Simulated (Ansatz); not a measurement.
# F₂GeH₄Si with the probe Br-: a probe moved round a molecule

Aim: map the energy of F₂GeH₄Si (SMILES F[SiH](F)[GeH3]) with the probe Br- over two coordinates, and find its wells, ridges and stiffness.

Computed with Ansatz 0.2.0. Level: RKS B3LYP-D4/def2-SVPD.

### Step 1. Where the work starts

8 atoms, charge 0, spin multiplicity 1.

Atoms are counted from 1 here; the program's logs count them from 0.

Bond lengths: F1–Si2 1.651 Å, Si2–F3 1.651 Å, Si2–Ge4 2.389 Å, Si2–H5 1.498 Å, Ge4–H6 1.547 Å, Ge4–H7 1.545 Å, Ge4–H8 1.547 Å. Angles: F1–Si2–F3 106.6°, F1–Si2–Ge4 108.9°, F1–Si2–H5 106.8°, F3–Si2–Ge4 108.9°, F3–Si2–H5 106.8°, Ge4–Si2–H5 118.2°, Si2–Ge4–H6 109.4°, Si2–Ge4–H7 109.4°, Si2–Ge4–H8 109.4°, H6–Ge4–H7 109.7°, H6–Ge4–H8 109.2°, H7–Ge4–H8 109.7°.

As a file:

```xyz
8
F2GeH4Si
F     1.2943   -1.4525    1.2296
Si    1.1350   -0.1046    0.2896
F     1.9988   -0.3853   -1.0891
Ge   -1.1683    0.1712   -0.2834
H     1.8242    1.0118    1.0128
H    -1.9958    0.3912    1.0049
H    -1.6711   -1.0930   -1.0157
H    -1.3250    1.4042   -1.2044
```

This geometry comes from a loose relaxation at PBE in a small basis, which is not shown.

### Step 2. Geometry optimisation

input.yaml reads:

```yaml
crystal:
  periodic: [false, false, false]
  atoms:
    - { symbol: F, position_ang: [1.294257, -1.452512, 1.229592] }
    - { symbol: Si, position_ang: [1.134995, -0.104606, 0.289583] }
    - { symbol: F, position_ang: [1.998812, -0.385292, -1.089142] }
    - { symbol: Ge, position_ang: [-1.168278, 0.171153, -0.283428] }
    - { symbol: H, position_ang: [1.824208, 1.011781, 1.012836] }
    - { symbol: H, position_ang: [-1.995817, 0.391153, 1.004935] }
    - { symbol: H, position_ang: [-1.671053, -1.093048, -1.015706] }
    - { symbol: H, position_ang: [-1.325024, 1.404172, -1.20437] }
basis:
  gaussian: { orbitals: def2-SVPD }
hamiltonian:
  xc: { name: B3LYP }
  dispersion: d4
output:
  forces: true
relax:
  f_tol: 0.003
  max_steps: 120
```

Started as:

```sh
$ ansatz run input.yaml --threads 1 --pin off --max-ram 2560MiB --backend cpu --events-out ev --progress --plain --runs-dir out
```

Standard output, cut to the lines that bear on the results:

```text
Warning: RAYON_NUM_THREADS=1 ignored (pool sized by the plan → 1); use --threads N
[...]
Functional definition: B3LYP
[...]
1410 factors; integrals over basis functions are off by at most 2.4e-4 eV
[...]
mean field -69886.36137533 eV, -2568.2764098662 hartree, gradient 5.1e-5 eV, S^2 0.000000; 0 other end points of the search recorded, 0 dependent functions left out
[...]
reference -69886.36166546 eV, -2568.2764205282 hartree; 34, 34 occupied and 106, 106 virtual orbitals, 1410 factors
relax step   1: F+E_penalty+E_count = -69886.60800604 eV  Δ(F+E_penalty+E_count) = +0.000e0 eV  max|allowed force component| = 3.496e-1 eV/Å  Δτ_max = 0.0000 Å  (26 SCF iters, accepted)
[...]
relax step   6: F+E_penalty+E_count = -69886.61689523 eV  Δ(F+E_penalty+E_count) = -5.291e-5 eV  max|allowed force component| = 4.681e-3 eV/Å  Δτ_max = 0.0036 Å  (24 SCF iters, accepted)
[...]
relax step   7: F+E_penalty+E_count = -69886.61690042 eV  Δ(F+E_penalty+E_count) = -5.199e-6 eV  max|allowed force component| = 9.940e-4 eV/Å  Δτ_max = 0.0009 Å  (20 SCF iters, accepted)
1410 factors; integrals over basis functions are off by at most 2.3e-4 eV
[...]
mean field -69886.36998845 eV, -2568.2767263925 hartree, gradient 2.2e-5 eV, S^2 0.000000; 1 other end points of the search recorded, 0 dependent functions left out
[...]
reference -69886.37027760 eV, -2568.2767370187 hartree; 34, 34 occupied and 106, 106 virtual orbitals, 1410 factors
Total energy: -69886.61718958 eV, -2568.2858108665 hartree
Atom 0 at     1.297324    -1.443461     1.220964 Å, force    -0.000255    -0.000288     0.000617 eV/Å
Atom 1 at     1.136660    -0.106201     0.289310 Å, force     0.000200     0.000321     0.000223 eV/Å
Atom 2 at     1.995443    -0.386676    -1.076661 Å, force     0.000094     0.000264    -0.000642 eV/Å
Atom 3 at    -1.167046     0.170894    -0.283153 Å, force     0.000201     0.000238     0.000169 eV/Å
Atom 4 at     1.812718     1.004569     1.005630 Å, force    -0.000994    -0.000144    -0.000405 eV/Å
Atom 5 at    -1.989793     0.390323     0.998541 Å, force     0.000518    -0.000125     0.000147 eV/Å
Atom 6 at    -1.670461    -1.084884    -1.012205 Å, force    -0.000310    -0.000196    -0.000217 eV/Å
Atom 7 at    -1.322744     1.398237    -1.198126 Å, force     0.000547    -0.000069     0.000110 eV/Å
Dipole moment:    -0.305784     0.325411     0.056754 e Å
```

Wall time 2 min (1 thread of Arm Neoverse N1, shared host); peak memory 0.36 GiB.

Along the way:

```csv
step,energy from step 1 (eV),largest force component (eV/Å)
1,0.0000,0.3496
2,-0.0069,0.1985
3,-0.0088,0.0231
4,-0.0088,0.0350
5,-0.0088,0.0098
6,-0.0089,0.0047
7,-0.0089,0.0010
```

Distances of close pairs at the start and the end, largest changes first:

```csv
bond,before (Å),after (Å),change (Å)
Si2–H5,1.498,1.485,-0.014
Si2–F3,1.651,1.638,-0.013
F1–Si2,1.651,1.638,-0.013
Ge4–H7,1.545,1.537,-0.008
Ge4–H6,1.547,1.539,-0.008
Ge4–H8,1.547,1.539,-0.008
Si2–Ge4,2.389,2.390,+0.000
```

### Step 3. The part Br− alone, at the geometry typed

input.yaml reads:

```yaml
crystal:
  periodic: [false, false, false]
  atoms:
    - { symbol: Br, position_ang: [0.0, 0.0, 0.0] }
total_charge: -1
basis:
  gaussian: { orbitals: def2-SVPD }
hamiltonian:
  xc: { name: B3LYP }
```

Started as:

```sh
$ ansatz run input.yaml --threads 1 --pin off --max-ram 2560MiB --backend cpu --events-out ev --progress --plain --runs-dir out
```

Standard output:

```text
Warning: RAYON_NUM_THREADS=1 ignored (pool sized by the plan → 1); use --threads N
Engine: ansatz 0.2.0, aarch64-unknown-linux-gnu
[... 1 set-up line as earlier in the session ...]
  parameter a0 = 0.2
  parameter ax = 0.72
  parameter ac = 0.81
  exchange = (1 - a0 - ax)*slater_x + ax*b88_x + a0*exact_x
  correlation = (1 - ac)*vwn_rpa_c + ac*lyp_c
276 factors; integrals over basis functions are off by at most 5.7e-5 eV
mean field evaluation 1: about -70038.8218 eV, gradient 3.4e1 eV
mean field evaluation 2: about -70038.4045 eV, gradient 4.0e1 eV
mean field evaluation 4: about -70041.1186 eV, gradient 5.6e-1 eV
mean field evaluation 8: about -70041.1214 eV, gradient 1.1e-4 eV
mean field -70041.12136389 eV, -2573.9637345458 hartree, gradient 3.7e-6 eV, S^2 0.000000; 0 other end points of the search recorded, 0 dependent functions left out
reference -70041.12149895 eV, -2573.9637395090 hartree; 18, 18 occupied and 23, 23 virtual orbitals, 276 factors
Total energy: -70041.12149895 eV, -2573.9637395090 hartree
```

It took 0.67 s on 1 thread of Arm Neoverse N1, shared host; peak memory 0.069 GiB.

### Step 4. Setting up the map

The probe is moved over the molecule's main plane (x and y are the axes of that plane, centred on the molecule).

- x of the probe's Br atom: 11 values from −5.5 to 5.5 Å
- y of the probe's Br atom: 9 values from −4.4 to 4.4 Å

Nothing else is relaxed (molecule and probe rigid). Energies count from molecule and probe far apart, each relaxed in its own basis (no counterpoise correction). Points are written as (first, second).

The probe Br- moves over a plane: the molecule's main plane. The molecule is turned into the frame of its main axes, as the inputs below show.

Of the runs on the grid, 3 are shown in the steps below; the others differ only in the two coordinates.

### Step 5. The run at (−4.4 Å, 1.1 Å)

input.yaml reads:

```yaml
crystal:
  periodic: [false, false, false]
  atoms:
    - { symbol: F, position_ang: [-0.939207, 1.31182, -0.183307] }
    - { symbol: Si, position_ang: [-0.218052, -5.0e-06, 0.480852] }
    - { symbol: F, position_ang: [-0.939302, -1.311775, -0.183312] }
    - { symbol: Ge, position_ang: [2.09656, -4.0e-05, -0.114233] }
    - { symbol: H, position_ang: [-0.563933, 1.2e-05, 1.924579] }
    - { symbol: H, position_ang: [2.774312, 1.252925, 0.467603] }
    - { symbol: H, position_ang: [2.234041, 0.00127, -1.644925] }
    - { symbol: H, position_ang: [2.773765, -1.254302, 0.465431] }
    - { symbol: Br, position_ang: [-4.4, 1.1, 0.0] }
total_charge: -1
basis:
  gaussian: { orbitals: def2-SVPD }
hamiltonian:
  xc: { name: B3LYP }
  dispersion: d4
output:
  forces: true
```

Started as:

```sh
$ ansatz run input.yaml --threads 1 --pin off --max-ram 2560MiB --backend cpu --events-out ev --progress --plain --runs-dir out
```

Standard output, cut to the lines that bear on the results:

```text
Warning: RAYON_NUM_THREADS=1 ignored (pool sized by the plan → 1); use --threads N
[...]
[... 1 set-up line as earlier in the session ...]
[...]
1742 factors; integrals over basis functions are off by at most 1.3e-3 eV
[...]
mean field -139927.37457881 eV, -5142.2361695902 hartree, gradient 5.3e-5 eV, S^2 0.000000; 0 other end points of the search recorded, 0 dependent functions left out
[...]
reference -139927.37488647 eV, -5142.2361808967 hartree; 52, 52 occupied and 129, 129 virtual orbitals, 1742 factors
Total energy: -139927.69648816 eV, -5142.2479995405 hartree
Atom 0 at    -0.939207     1.311820    -0.183307 Å, force     0.692380    -0.222034     0.096099 eV/Å
Atom 1 at    -0.218052    -0.000005     0.480852 Å, force    -1.270857     0.414772    -0.216517 eV/Å
Atom 2 at    -0.939302    -1.311775    -0.183312 Å, force     0.379111    -0.089653     0.028415 eV/Å
Atom 3 at     2.096560    -0.000040    -0.114233 Å, force    -0.283391     0.006071     0.028701 eV/Å
Atom 4 at    -0.563933     0.000012     1.924579 Å, force     0.196189    -0.043947     0.030840 eV/Å
Atom 5 at     2.774312     1.252925     0.467603 Å, force     0.100200     0.014927    -0.004088 eV/Å
Atom 6 at     2.234041     0.001270    -1.644925 Å, force     0.096003    -0.005491    -0.033032 eV/Å
Atom 7 at     2.773765    -1.254302     0.465431 Å, force     0.121333    -0.034432    -0.004725 eV/Å
Atom 8 at    -4.400000     1.100000     0.000000 Å, force    -0.030967    -0.040215     0.074307 eV/Å
Dipole moment:     3.474477    -0.646912     0.213937 e Å
```

Wall time 30 s (1 thread of Arm Neoverse N1, shared host); peak memory 0.55 GiB.

On the map this point reads 1.0 kcal/mol.

### Step 6. The run at (5.5 Å, 0.0 Å)

Changes to input.yaml since step 5:

```diff
@@ -11,3 +11,3 @@
     - { symbol: H, position_ang: [2.773765, -1.254302, 0.465431] }
-    - { symbol: Br, position_ang: [-4.4, 1.1, 0.0] }
+    - { symbol: Br, position_ang: [5.5, 0.0, 0.0] }
 total_charge: -1
```

Started as:

```sh
$ ansatz run input.yaml --threads 1 --pin off --max-ram 2560MiB --backend cpu --events-out ev --progress --plain --runs-dir out
```

Standard output, cut to the lines that bear on the results:

```text
Warning: RAYON_NUM_THREADS=1 ignored (pool sized by the plan → 1); use --threads N
[...]
[... 1 set-up line as earlier in the session ...]
[...]
1744 factors; integrals over basis functions are off by at most 1.3e-3 eV
[...]
mean field -139927.79289978 eV, -5142.2515426025 hartree, gradient 3.4e-5 eV, S^2 0.000000; 0 other end points of the search recorded, 0 dependent functions left out
[...]
reference -139927.79321305 eV, -5142.2515541148 hartree; 52, 52 occupied and 129, 129 virtual orbitals, 1744 factors
Total energy: -139928.13742272 eV, -5142.2642035869 hartree
Atom 0 at    -0.939207     1.311820    -0.183307 Å, force    -0.483479     0.296773    -0.074613 eV/Å
Atom 1 at    -0.218052    -0.000005     0.480852 Å, force     0.984292    -0.000083    -0.070245 eV/Å
Atom 2 at    -0.939302    -1.311775    -0.183312 Å, force    -0.483552    -0.296721    -0.074660 eV/Å
Atom 3 at     2.096560    -0.000040    -0.114233 Å, force     0.852031     0.000074     0.153003 eV/Å
Atom 4 at    -0.563933     0.000012     1.924579 Å, force    -0.252020    -0.000016     0.126651 eV/Å
Atom 5 at     2.774312     1.252925     0.467603 Å, force    -0.301686    -0.012352     0.009707 eV/Å
Atom 6 at     2.234041     0.001270    -1.644925 Å, force    -0.190129    -0.000018    -0.024041 eV/Å
Atom 7 at     2.773765    -1.254302     0.465431 Å, force    -0.301524     0.012374     0.009774 eV/Å
Atom 8 at     5.500000     0.000000     0.000000 Å, force     0.176068    -0.000031    -0.055576 eV/Å
Dipole moment:    -2.014941    -0.000021     0.206244 e Å
```

Wall time 31 s (1 thread of Arm Neoverse N1, shared host); peak memory 0.55 GiB.

On the map this point reads −9 kcal/mol.

### Step 7. Grid point (5.5 Å, 2.2 Å)

Changes to input.yaml since step 6:

```diff
@@ -11,3 +11,3 @@
     - { symbol: H, position_ang: [2.773765, -1.254302, 0.465431] }
-    - { symbol: Br, position_ang: [5.5, 0.0, 0.0] }
+    - { symbol: Br, position_ang: [5.5, 2.2, 0.0] }
 total_charge: -1
```

Started as:

```sh
$ ansatz run input.yaml --threads 1 --pin off --max-ram 2560MiB --backend cpu --events-out ev --progress --plain --runs-dir out
```

Standard output, cut to the lines that bear on the results:

```text
Warning: RAYON_NUM_THREADS=1 ignored (pool sized by the plan → 1); use --threads N
[...]
[... 1 set-up line as earlier in the session ...]
[...]
1741 factors; integrals over basis functions are off by at most 1.3e-3 eV
[...]
mean field -139927.77673093 eV, -5142.2509484080 hartree, gradient 3.1e-5 eV, S^2 0.000000; 0 other end points of the search recorded, 0 dependent functions left out
[...]
reference -139927.77704925 eV, -5142.2509601060 hartree; 52, 52 occupied and 129, 129 virtual orbitals, 1741 factors
Total energy: -139928.09256494 eV, -5142.2625550938 hartree
Atom 0 at    -0.939207     1.311820    -0.183307 Å, force    -0.304069     0.145734    -0.034813 eV/Å
Atom 1 at    -0.218052    -0.000005     0.480852 Å, force     0.844073    -0.028667    -0.070381 eV/Å
Atom 2 at    -0.939302    -1.311775    -0.183312 Å, force    -0.435695    -0.263893    -0.070678 eV/Å
Atom 3 at     2.096560    -0.000040    -0.114233 Å, force     0.398604     0.417700     0.137868 eV/Å
Atom 4 at    -0.563933     0.000012     1.924579 Å, force    -0.181024     0.008870     0.079190 eV/Å
Atom 5 at     2.774312     1.252925     0.467603 Å, force    -0.025449    -0.044288    -0.027576 eV/Å
Atom 6 at     2.234041     0.001270    -1.644925 Å, force    -0.120262    -0.077735    -0.023563 eV/Å
Atom 7 at     2.773765    -1.254302     0.465431 Å, force    -0.104993    -0.106994    -0.000067 eV/Å
Atom 8 at     5.500000     2.200000     0.000000 Å, force    -0.071186    -0.050728     0.010022 eV/Å
Dipole moment:    -2.203379    -1.186157     0.215493 e Å
```

Wall time 30 s (1 thread of Arm Neoverse N1, shared host); peak memory 0.54 GiB.

On the map this point reads −8 kcal/mol.

### Step 8. The map

74 points were computed, and 25 have no value (skipped by design, atoms too close, or no result). Energies in kcal/mol, from molecule and probe far apart, each relaxed in its own basis (no counterpoise correction):

```
y of the probe's Br atom (Å) ↓, x of the probe's Br atom (Å) →  −5.5  −4.4  −3.3  −2.2  −1.1  0.0  1.1  2.2  3.3  4.4  5.5
                                                           4.4     1     2     2     2     2   −1   −5   −6   −6   −5   −4
                                                           3.3     2     2     4    22    65   31   −3   −2   −5   −8   −6
                                                           2.2     1     2    13   222     –    –   79    –    –    3   −8
                                                           1.1     1     1    21     –     –    –    –    –    –   43   −9
                                                           0.0     1     0    13   265     –    –    –    –    –   56   −9
                                                          −1.1     1     1    21     –     –    –    –    –    –   43   −9
                                                          −2.2     1     2    13   222     –    –   79    –    –    3   −8
                                                          −3.3     2     2     4    22    65   31   −3   −2   −5   −8   −6
                                                          −4.4     1     2     2     2     2   −1   −5   −6   −6   −5   −4
```

On the same grid, charge on the probe (e):

```csv
"y of the probe's Br atom (Å) ↓, x of the probe's Br atom (Å) →",−5.5,−4.4,−3.3,−2.2,−1.1,0.0,1.1,2.2,3.3,4.4,5.5
4.4,−1.00,−1.00,−1.00,−0.99,−1.00,−0.99,−0.97,−0.96,−0.96,−0.98,−0.99
3.3,−1.00,−1.00,−0.99,−0.97,−0.93,−0.94,−0.90,−0.85,−0.84,−0.91,−0.97
2.2,−1.00,−0.99,−0.98,−0.81,–,–,−0.72,–,–,−0.82,−0.94
1.1,−1.00,−0.99,−0.96,–,–,–,–,–,–,−0.73,−0.93
0.0,−0.99,−0.98,−0.95,−0.79,–,–,–,–,–,−0.67,−0.93
−1.1,−1.00,−0.99,−0.96,–,–,–,–,–,–,−0.73,−0.93
−2.2,−1.00,−0.99,−0.98,−0.81,–,–,−0.72,–,–,−0.82,−0.94
−3.3,−1.00,−1.00,−0.99,−0.97,−0.93,−0.94,−0.90,−0.85,−0.84,−0.91,−0.97
−4.4,−1.00,−1.00,−1.00,−0.99,−1.00,−0.99,−0.97,−0.96,−0.96,−0.98,−0.99
```

The largest force on an atom (eV/Å) at each point:

```csv
"y of the probe's Br atom (Å) ↓, x of the probe's Br atom (Å) →",−5.5,−4.4,−3.3,−2.2,−1.1,0.0,1.1,2.2,3.3,4.4,5.5
4.4,0.6,0.8,1.0,1.2,1.3,1.2,1.0,0.8,0.7,0.6,0.5
3.3,0.7,1.0,1.3,3.2,8.5,5.4,1.4,1.2,1.1,0.9,0.7
2.2,0.8,1.2,2.4,24.6,–,–,8.2,–,–,1.9,0.8
1.1,0.9,1.4,3.6,–,–,–,–,–,–,6.7,1.0
0.0,0.9,1.4,2.1,25.5,–,–,–,–,–,8.3,1.0
−1.1,0.9,1.4,3.6,–,–,–,–,–,–,6.7,1.0
−2.2,0.8,1.2,2.4,24.6,–,–,8.2,–,–,1.9,0.8
−3.3,0.7,1.0,1.3,3.2,8.5,5.4,1.4,1.2,1.1,0.9,0.7
−4.4,0.6,0.8,1.0,1.2,1.3,1.2,1.0,0.8,0.7,0.6,0.5
```

### Step 9. Outcome

| quantity | value |
| --- | --- |
| lowest point | (5.5 Å, 0.0 Å) [nearest 2 H at 3.04 Å], −9 kcal/mol |
| highest computed point (blank points may lie higher) | (−2.2 Å, 0.0 Å), 275 kcal/mol above the lowest |
| charge on the probe (e) | −1.00 at (−5.5 Å, −4.4 Å) to −0.67 at (4.4 Å, 0.0 Å); −0.93 at the lowest point |
| largest force on an atom (eV/Å) | 0.5 at (5.5 Å, −4.4 Å) to 25.5 at (−2.2 Å, 0.0 Å); 1.0 at the lowest point |
| time for the whole task | 42 min on 1 thread, shared host |

What this shows: The lowest computed point is at (5.5 Å, 0.0 Å) [nearest 2 H at 3.04 Å], −9 kcal/mol from molecule and probe far apart, each relaxed in its own basis (no counterpoise correction). It lies at the edge of the scanned range, so the true minimum may lie outside. The grid is coarse, so the lowest point of the scanned range may lie between grid points; coordinates that were held can hide deeper minima. The highest computed point, (−2.2 Å, 0.0 Å) [nearest 2 F at 1.83 Å], lies 275 kcal/mol above the lowest. Between some neighbouring points the energy changes steeply, from close contacts of the rigid frames or a change of state; the map doesn't tell which. No counterpoise correction was made, so wells between separate parts tend to come out somewhat too deep.
